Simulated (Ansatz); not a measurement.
**LuSi2: stress in a strained cell**

LuSi2 is deformed so: zz strain of -1 %. What stress and forces result, by LAPW, PAW and all-electron datasets made for the crystal?

Program: Ansatz 0.2.0. Level of theory: DFT PBEsol, scalar-relativistic. These are calculated values, not measurements.

## (1) Starting point

The structure is hexagonal, space group P6/mmm (No. 191). Conventional cell: a = 3.750 Å, b = 3.750 Å, c = 4.050 Å, α = 90.00°, β = 90.00°, γ = 120.00°. Lu (site symmetry 6/mmm) is surrounded by 12 Si at 2.96 Å. Around Si (site symmetry -6m2) lie 3 Si at 2.17 Å and 6 Lu at 2.96 Å.

As a file:

```cif
data_structure
_symmetry_space_group_name_H-M 'P 1'
_symmetry_Int_Tables_number 1
_cell_length_a 3.7500
_cell_length_b 3.7500
_cell_length_c 4.0500
_cell_angle_alpha 90.000
_cell_angle_beta 90.000
_cell_angle_gamma 120.000
_cell_volume 49.32
loop_
_atom_site_label
_atom_site_type_symbol
_atom_site_fract_x
_atom_site_fract_y
_atom_site_fract_z
_atom_site_occupancy
Lu1 Lu 0.00000 0.00000 0.00000 1
Si1 Si 0.33333 0.66667 0.50000 1
Si2 Si 0.66667 0.33333 0.50000 1
```

Atoms are numbered in the order of the input: Lu1, Si2, Si3.

## (2) The deformed structure

Space group P6/mmm before, P6/mmm after.

## (3) Full-potential LAPW

The input, input.yaml:

```yaml
crystal:
  lattice:
    - [3.7500020507, 0.0, 0.0]
    - [-1.8750010253, 3.2475970401, 0.0]
    - [0.0, 0.0, 4.0095]
  atoms:
    - { symbol: Lu, position: [0.0, 0.0, 0.0] }
    - { symbol: Si, position: [0.3333333333, 0.6666666667, 0.5] }
    - { symbol: Si, position: [0.6666666667, 0.3333333333, 0.5] }
kpoints:
  mp_grid: { grid: [13, 13, 10] }
  band_path:
    path:
      - [0.0, 0.0, 0.0]
      - [0.5, 0.0, 0.0]
      - [0.3333333333, 0.3333333333, 0.0]
      - [0.0, 0.0, 0.0]
      - [0.0, 0.0, 0.5]
      - [0.5, 0.0, 0.5]
      - [0.3333333333, 0.3333333333, 0.5]
      - [0.0, 0.0, 0.5]
      - [0.5, 0.0, 0.5]
    npoints: 5
scf:
  occupations: { method: fermi_dirac, width: 0.05 }
hamiltonian:
  xc: pbesol
  pseudopotentials: { kind: all_electron, lapw: { basis_error: 0.0005 } }
output:
  forces: true
  stress: true
  eigenvalues: true
```

Launch:

```
ansatz run input.yaml --threads 1 --pin off --max-ram 4096MiB --backend cpu --events-out ev --progress --plain --runs-dir out
```

## (4) PAW on the default files

The input, input.yaml:

```yaml
crystal:
  lattice:
    - [3.7500020507, 0.0, 0.0]
    - [-1.8750010253, 3.2475970401, 0.0]
    - [0.0, 0.0, 4.0095]
  atoms:
    - { symbol: Lu, position: [0.0, 0.0, 0.0] }
    - { symbol: Si, position: [0.3333333333, 0.6666666667, 0.5] }
    - { symbol: Si, position: [0.6666666667, 0.3333333333, 0.5] }
kpoints:
  mp_grid: { grid: [13, 13, 10] }
scf:
  occupations: { method: fermi_dirac, width: 0.05 }
hamiltonian:
  xc: pbesol
  pseudopotentials: { kind: paw }
output:
  forces: true
  stress: true
  eigenvalues: true
  efg: { contact_densities: true }
```

## (5) Datasets made for this crystal

input.yaml: that of step 4 with these lines changed.

```diff
@@ -15,3 +15,3 @@
   xc: pbesol
-  pseudopotentials: { kind: paw }
+  pseudopotentials: { kind: all_electron, datasets: crystal }
 output:
```

(Steps that only read results are left out.)

What does the calculation give? Wanted: pressure; largest shear or deviatoric stress.

**Answer**, as computed:

```
                                 quantity                                              value
                                 pressure  LAPW 14.18, PAW 14.25, crystal datasets 14.18 GPa
largest shear or deviatoric stress (LAPW)                                          17.44 GPa
```

The largest part of the stress beyond the pressure is 17.44 GPa in size, in the zz component; the atoms are carried along and not relaxed. No run of the undeformed cell stands beside it, so the pressure holds what the given cell had before the change. PAW: stress within 0.11 GPa of LAPW. Crystal datasets: stress within 0.01 GPa of LAPW. Spin-orbit coupling is left out, though the cell holds Lu; in elements this heavy it can shift bands and gaps by tenths of an eV.
